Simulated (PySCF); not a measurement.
# H4S4Zr (Zr(SH)4): the cost of one run

The runs use PySCF 2.14.0, with density-fitted response routines of our own; the level of theory stands in each step. All values are computed, except where a source is named. Atoms count from 0, in the outputs and in this text.

### Step 1. Starting geometry

9 atoms, charge 0, multiplicity 1; geometry from: GFN2-xTB. The atoms were then displaced at random by about 0.03 Å, so the start is not that level's minimum.

Bonds of the start (Å): Zr0–S1 2.43, Zr0–S3 2.50, Zr0–S5 2.57, Zr0–S7 2.39, S1–H2 1.33, S3–H4 1.35, S5–H6 1.35, S7–H8 1.42.

### Step 2. Geometry optimisation at PBE0-D3(BJ)/def2-SVP

The job: settings as JSON, then the geometry in Å.

```
{"job": {"xc": "PBE0", "basis": "def2-SVP", "d3": "d3bj", "grid": 1, "maxiter": 40, "shake": 0.03, "kind": "geom"}, "charge": 0, "multiplicity": 1}
Zr     0.076730    -0.092580     0.022080
S      0.010800    -0.118780     2.449590
H      0.359950     1.165490     2.552020
S      2.414680     0.065610    -0.839260
H      2.565470    -1.225180    -0.490750
S     -1.199770     2.007620    -0.713150
H     -0.779170     1.858900    -1.985960
S     -1.075950    -1.971340    -0.907160
H     -2.239990    -1.759170    -0.113070
```

Started as:

```
> OMP_NUM_THREADS=1 python probes_run.py task.json out
```

This one command runs all jobs of the session in turn.

**Question.** How long does this first job take on 1 thread of Intel Xeon at 2.50GHz, shared host, and how much memory does it need?

About 3 min, with a peak of 0.51 GiB.
